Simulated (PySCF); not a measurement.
# TaNBr: structure of the doublet

Aim: relax TaNBr as a doublet from a bent start, check by its vibrations whether the end is a minimum, and collect its spectrum and constants.

Method: PBE0, basis Ta def2-TZVP with ECP60, N def2-TZVP, Br def2-TZVP, scalar-relativistic core potentials, no spin–orbit coupling, density fitting; program: PySCF 2.14.0.

**1. Where the work starts**

3 atoms, charge 0, spin multiplicity 2.

Bond lengths: Ta1–N2 1.860 Å, Ta1–Br3 2.600 Å. Angles: N2–Ta1–Br3 110.0°.

```xyz
3
charge 0 multiplicity 2
Ta    0.0000    0.0000    0.0000
N    -1.5236    0.0000    1.0669
Br    2.1298    0.0000    1.4913
```

**2. First SCF at the start**

The steps below are one call of a driver around PySCF. For each, scf.py gives the equivalent set-up of the SCF; relaxations use the driver's own optimiser. After this first run the driver tries any further starts and a stability analysis.

The input, scf.py:

```python
from pyscf import gto, scf, dft
mol = gto.M(atom='''
Ta     0.000000     0.000000     0.000000
N     -1.523600     0.000000     1.066900
Br     2.129800     0.000000     1.491300''',
    basis={'Ta': 'def2-TZVP', 'N': 'def2-TZVP', 'Br': 'def2-TZVP'},
    ecp={'Ta': 'def2-TZVP'},
    charge=0, spin=1)
mf = dft.UKS(mol, xc='PBE0')
mf.grids.atom_grid = (50, 194)
aux = {'Ta': 'def2-universal-JKFIT', 'N': 'def2-universal-JKFIT', 'Br': 'def2-universal-JKFIT'}
mf = mf.density_fit(auxbasis=aux)
mf.conv_tol = 1e-08
mf.diis_space = 10
mf.max_cycle = 60
mf.init_guess = 'minao'
mf.verbose = 4
mf.kernel()
```

Run with:

```console
> OMP_NUM_THREADS=4 python axn.py task.json out
```

The program printed:

```text
init E= -2665.37679510993
[... the frontier-level lines of each cycle are left out ...]
cycle= 1 E= -2685.33879137911  delta_E=  -20  |g|= 0.591  |ddm|= 4.52
cycle= 2 E= -2685.06402666554  delta_E= 0.275  |g|= 0.896  |ddm|= 1.55
cycle= 3 E= -2685.40141809647  delta_E= -0.337  |g|= 0.494  |ddm|= 1.06
cycle= 4 E= -2685.49100028198  delta_E= -0.0896  |g|= 0.244  |ddm|= 0.383
cycle= 5 E= -2685.51809296904  delta_E= -0.0271  |g|= 0.0181  |ddm|= 0.122
cycle= 6 E= -2685.51840954306  delta_E= -0.000317  |g|= 0.00662  |ddm|= 0.0267
cycle= 7 E= -2685.51851718041  delta_E= -0.000108  |g|= 0.00439  |ddm|= 0.0136
cycle= 8 E= -2685.51868730991  delta_E= -0.00017  |g|= 0.00337  |ddm|= 0.025
cycle= 9 E= -2685.51888777567  delta_E= -0.0002  |g|= 0.00262  |ddm|= 0.0417
cycle= 10 E= -2685.51895165421  delta_E= -6.39e-05  |g|= 0.00184  |ddm|= 0.0219
cycle= 11 E= -2685.51897163055  delta_E= -2e-05  |g|= 0.000921  |ddm|= 0.0103
cycle= 12 E= -2685.5189807152  delta_E= -9.08e-06  |g|= 0.000555  |ddm|= 0.00776
cycle= 13 E= -2685.51898443722  delta_E= -3.72e-06  |g|= 0.00023  |ddm|= 0.0061
cycle= 14 E= -2685.5189850977  delta_E= -6.6e-07  |g|= 0.000105  |ddm|= 0.00292
cycle= 15 E= -2685.51898515579  delta_E= -5.81e-08  |g|= 6.59e-05  |ddm|= 0.000576
cycle= 16 E= -2685.51898517788  delta_E= -2.21e-08  |g|= 2.57e-05  |ddm|= 0.000449
cycle= 17 E= -2685.51898518152  delta_E= -3.64e-09  |g|= 1.79e-05  |ddm|= 0.000156
Extra cycle  E= -2685.51898518218  delta_E= -6.58e-10  |g|= 1.64e-05  |ddm|= 5.37e-05
converged SCF energy = -2685.51898518218  <S^2> = 0.83078004  2S+1 = 2.0792114
```

This step, with its further starts and checks, needed 14 s of wall time on 4 threads of Arm Neoverse V2, shared host.

Energies from each starting density:

| start | energy (Eh) |
| --- | --- |
| the minimal-basis guess | -2685.518985 |
| a thermally smeared density | -2685.518985 |
| a smeared PBE density | -2685.518985 |

The test of internal stability and the other starts found no lower solution of this spin.

**3. Relaxation: bent start, doublet**

The program finds Cs symmetry in the start, which this walk keeps.

scf.py, as its differences from that of step 2:

```diff
@@ -3,3 +3,3 @@
-Ta     0.000000     0.000000     0.000000
-N     -1.523600     0.000000     1.066900
-Br     2.129800     0.000000     1.491300''',
+Ta    -0.535822     0.000000    -0.484285
+N     -2.059422     0.000000     0.582615
+Br     1.593978     0.000000     1.007015''',
@@ -16 +15,0 @@
-mf.init_guess = 'minao'
```

Steps of the walk:

```
step   energy (Eh)  change (kJ/mol)  largest symmetric gradient (Eh/bohr)
   0  -2685.518985             0.00                               0.10837
   1  -2685.549237           -79.42                               0.01624
   2  -2685.551128           -84.39                               0.01061
   3  -2685.551556           -85.52                               0.00768
   4  -2685.551629           -85.71                               0.00048
   5  -2685.551631           -85.71                               0.00006
```

The walk took 13 s.

It settles in Cs symmetry, 85.7 kJ/mol below the start, after 5 steps: Ta–Br 2.440 Å, Ta–N 1.680 Å; Br–Ta–N 105.6°.

**4. Hessian and properties**

The point is checked on the finer grid, and tightened if its gradient asks for it. The Hessian and the dipole derivatives come from central differences of analytic gradients, with steps of 0.02 bohr.

scf.py, as its differences from that of step 3:

```diff
@@ -3,3 +3,3 @@
-Ta    -0.535822     0.000000    -0.484285
-N     -2.059422     0.000000     0.582615
-Br     1.593978     0.000000     1.007015''',
+Ta    -0.501025     0.000000    -0.466395
+N     -1.819601     0.000000     0.574129
+Br     1.472770     0.000000     0.969477''',
@@ -10 +10 @@
-mf.grids.atom_grid = (50, 194)
+mf.grids.atom_grid = (75, 302)
@@ -13 +13 @@
-mf.conv_tol = 1e-08
+mf.conv_tol = 1e-10
```

The driver hands on the density of the step before, so the log starts near convergence.

SCF at the final geometry:

```text
init E= -2685.55170227423
[... the frontier-level lines of each cycle are left out ...]
cycle= 1 E= -2685.55170227424  delta_E= -1.05e-11  |g|= 3.37e-06  |ddm|= 4.41e-06
Extra cycle  E= -2685.55170227421  delta_E= 2.55e-11  |g|= 8.1e-06  |ddm|= 6.99e-06
converged SCF energy = -2685.55170227421  <S^2> = 0.76176729  2S+1 = 2.0117329
```

The whole step took 51 s.

Geometry: Cs; Ta–Br 2.441 Å, Ta–N 1.680 Å; Br–Ta–N 105.7°.

Harmonic modes (main isotopes):

```csv
symmetry,ω (cm⁻¹),IR (km/mol),type
a',201,6.6,bend
a',271,33.6,mixed
a',1098,94.7,stretch
```

No imaginary mode, so this is a minimum.

Constants and moments:

- Dipole moment: 5.10 D
- Highest occupied level: -6.33 eV
- Lowest empty level: -3.20 eV
- Rotational constants: 0.5164, 0.04838, 0.04423 cm⁻¹
- Zero-point energy: 9.4 kJ/mol
- Principal polarisabilities: 74.2, 80.8, 89.3 bohr³
- Atomisation energy without zero-point energy: 980 kJ/mol
- Principal traceless quadrupole moments about the centre of mass: -12.77, 2.61, 10.16 D Å
- Entropy at 298.15 K and 1 bar (electronic part: spin only): 312.5 J/(mol K)
- Heat capacity Cp at 298.15 K: 49.4 J/(mol K)
- Enthalpy at 298.15 K above 0 K: 12.65 kJ/mol
- Rotational symmetry number: 1
- Spin squared ⟨S²⟩: 0.762

Populations by atom (charges in e):

| atom | Mulliken | Löwdin | polar tensor | spin (Mulliken) | Mayer order to Ta1 |
| --- | --- | --- | --- | --- | --- |
| Ta1 | 0.73 | 0.27 | 1.17 | 1.19 | – |
| N2 | -0.42 | -0.34 | -0.71 | -0.15 | 3.01 |
| Br3 | -0.31 | 0.07 | -0.46 | -0.04 | 1.14 |

Mulliken populations on Ta1 (outside its core potential): s 2.73, p 6.24, d 3.24, f 0.06.

**5. Summary of results**

```
                                          quantity                                        value
                                           minimum                                  doublet, Cs
                                          geometry  Ta–Br 2.441 Å, Ta–N 1.680 Å; Br–Ta–N 105.7°
                                wavenumbers (cm⁻¹)                201 (a'), 271 (a'), 1098 (a')
                                     dipole moment                                       5.10 D
highest occupied, lowest empty level (either spin)                              -6.33, -3.20 eV
                        polar-tensor charge of Ta1                                      +1.17 e
                                 zero-point energy                                   9.4 kJ/mol
                               entropy at 298.15 K                              312.5 J/(mol K)
         atomisation energy (no zero-point energy)                                   980 kJ/mol
                                              ⟨S²⟩                                        0.762
```

The molecule stays Cs, as typed, and the end point is a minimum. In the infrared the band at 1098 cm⁻¹ (a', stretch) leads. With 5.1 D the molecule is strongly polar. Most of the spin sits on Ta1 (Mulliken spin 1.19, against 1 for the whole molecule). Only this shape and spin were tried, so other structures or states may lie lower. One determinant may miss the lowest occupation of an open d or f shell. With an element this heavy the missing spin–orbit coupling can shift these numbers.

The search up to here took 78 s.
